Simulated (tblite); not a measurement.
# C4H7F3OSi2: the cost of one run

Computed with tblite 0.8.0 and PySCF 2.14.0, with density-fitted response routines of our own, on a single molecule in the gas phase. Atoms count from 0, in the outputs and in this text.

## Step 1: The starting structure

17 atoms, charge 0, multiplicity 1; geometry from: force field or distance geometry start.

Bonds of the start (Å): O0–C1 1.27, C1–C2 1.48, C2–Si3 1.85, C2–C4 1.33, C4–C5 1.48, C5–F6 1.36, C5–F7 1.38, C5–Si8 1.87, Si8–F9 1.67, C1–H10 1.07, Si3–H11 1.48, Si3–H12 1.49, Si3–H13 1.47, C4–H14 1.09, Si8–H15 1.47, Si8–H16 1.47.

## Step 2: Geometry optimisation with GFN2-xTB

What the job is given:

```
{"job": {"kind": "relax", "xc": "GFN2-xTB", "basis": "xTB"}, "charge": 0, "multiplicity": 1}
O     -3.247000     1.392300     0.458800
C     -2.108200     1.581300    -0.072500
C     -1.158300     0.464000     0.102100
Si    -1.726600    -1.042600     1.009800
C      0.069000     0.544300    -0.400500
C      1.053600    -0.548700    -0.276100
F      1.066100    -1.040200     0.993300
F      0.709600    -1.519800    -1.197500
Si     2.799500     0.010400    -0.646100
F      2.907000     0.438400    -2.256100
H     -1.858800     2.491500    -0.585600
H     -0.878800    -1.285400     2.201400
H     -3.072100    -0.716300     1.555400
H     -1.795000    -2.209800     0.123000
H      0.368600     1.449400    -0.937500
H      3.189900     1.128200     0.220300
H      3.674500    -1.124900    -0.302200
```

Command:

```bash
$ OMP_NUM_THREADS=1 python probes_run.py task.json out
```

This one command runs all jobs of the session in turn.

**Question.** How long does this first job take on 1 thread of Intel Xeon at 2.50GHz, shared host, and how much memory does it need?

About 7.6 s, with a peak of 0.18 GiB.
